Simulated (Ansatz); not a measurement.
Working through a comparison of dispersion corrections of C₂H₉BSSi, SMILES BC(C)S[SiH3]

Program: Ansatz 0.2.0, Python API.

Contents of `c2h9bssi.xyz`:
```text
14

B    -1.85970    0.86910    0.71330
C    -0.49760    0.27530    0.33540
C     0.54490    1.36980    0.27100
S    -0.56870   -0.54170   -1.28940
Si    0.95670   -1.97620   -0.99590
H    -2.47820    0.58680    1.67640
H    -2.36560    1.73430    0.00340
H    -0.20380   -0.43730    1.12610
H     0.65070    1.90690    1.30620
H     0.34800    2.11420   -0.48380
H     1.55910    0.92090    0.08950
H     0.72510   -2.72930    0.26750
H     2.19330   -1.24120   -0.88710
H     0.98290   -2.88080   -2.10360
```

Notebook, run cell by cell (the value of a cell's last expression is shown):

```python
from dataclasses import dataclass
import warnings

import ansatz as az
```

```python
@dataclass
class Options:
    basis_set: str = "def2-SVP"
```

```python
opts = Options()
```

```python
warnings.simplefilter("ignore", az.DeckWarning)
```

```python
geometry = az.Crystal.molecule_from_extxyz("c2h9bssi.xyz")
```

```python
base = geometry.calculation().basis(gaussian=opts.basis_set)
for name in ["revpbe", "b3lyp"]:
    for correction in ("d3bj", "d4"):
        rep = base.functional(name, dispersion=correction).run(threads=1, backend="cpu").report
        print(f"{name:8s} {correction:5s} total {rep['free_energy_ev']:.5f} eV, of which dispersion {1000 * rep['dispersion']['energy']['ev']:.2f} meV")
```

    revpbe   d3bj  total -21597.65494 eV, of which dispersion -882.10 meV
    revpbe   d4    total -21597.80619 eV, of which dispersion -1033.35 meV
    b3lyp    d3bj  total -21603.35151 eV, of which dispersion -638.10 meV
    b3lyp    d4    total -21603.27263 eV, of which dispersion -559.22 meV

Caveats:
- These settings explore the input space; basis and method may be short of convergence.
- The geometry is a force-field or estimated start, not a minimum of this method, and the basis set is short of its limit. D4 holds the three-body term, and d3bj doesn't.
- b3lyp holds the VWN-RPA fit, as in Gaussian; the form of ORCA and Turbomole is b3lyp5.
- The whole script took 12 s on 1 thread of AMD EPYC 9R14 (Zen 4), on a shared host, peak memory 0.32 GiB.

(Lines on the test bed's own set-up are left out of the output.)
